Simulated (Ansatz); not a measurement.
# CH3Cl2FSn: the cost of one run

Program: Ansatz 0.2.0. Level of theory: RKS PBE0-D4/def2-SVP. These are calculated values, not measurements.

## 1. The system as given

Bond lengths: Sn1–F2 2.330 Å, Sn1–C3 2.286 Å, Sn1–Cl5 2.358 Å, Sn1–Cl6 2.360 Å, C3–H7 1.090 Å, C3–H8 1.090 Å. Angles: F2–Sn1–C3 65.0°, F2–Sn1–Cl5 103.1°, F2–Sn1–Cl6 104.6°, C3–Sn1–Cl5 127.5°, C3–Sn1–Cl6 127.5°, Cl5–Sn1–Cl6 104.9°, Sn1–C3–H7 107.1°, Sn1–C3–H8 106.7°, H7–C3–H8 110.2°.

As a file:

```xyz
8

Sn   -0.4392    0.6774    0.5738
F    -1.2428   -0.8493   -0.9916
C     1.1597   -0.6251   -0.4129
H    -0.0465   -1.0339   -0.9838
Cl   -1.2949    2.7339   -0.1999
Cl   -1.6581    0.2128    2.5400
H     1.6674   -1.1684    0.3839
H     1.8543    0.0526   -0.9094
```

## 2. A restrained relaxation towards end A

Springs on the bonds that form and break draw the guess towards this end; the thresholds are loose.

Contents of input.yaml:

```yaml
crystal:
  periodic: [false, false, false]
  atoms:
    - { symbol: Sn, position_ang: [-0.4392, 0.6774, 0.5738] }
    - { symbol: F, position_ang: [-1.2428, -0.8493, -0.9916] }
    - { symbol: C, position_ang: [1.1597, -0.6251, -0.4129] }
    - { symbol: H, position_ang: [-0.0465, -1.0339, -0.9838] }
    - { symbol: Cl, position_ang: [-1.2949, 2.7339, -0.1999] }
    - { symbol: Cl, position_ang: [-1.6581, 0.2128, 2.54] }
    - { symbol: H, position_ang: [1.6674, -1.1684, 0.3839] }
    - { symbol: H, position_ang: [1.8543, 0.0526, -0.9094] }
basis:
  gaussian: { orbitals: def2-SVP }
hamiltonian:
  xc: pbe0
  dispersion: d4
relax:
  f_tol: 0.15
  max_steps: 25
  restrain:
    - { distance: [3, 1], at: 2.18, k: 30.0 }
    - { distance: [0, 1], at: 1.96, k: 30.0 }
    - { distance: [3, 2], at: 1.07, k: 30.0 }
```

Launch:

```bash
ansatz run input.yaml --threads 2 --pin off --max-ram 3072MiB --backend cpu --events-out ev --progress --plain --runs-dir out
```

What time and memory should one allow on 2 threads of AMD EPYC 9B45 (Zen 5), shared host?

About 11 s, with a peak of 0.28 GiB.
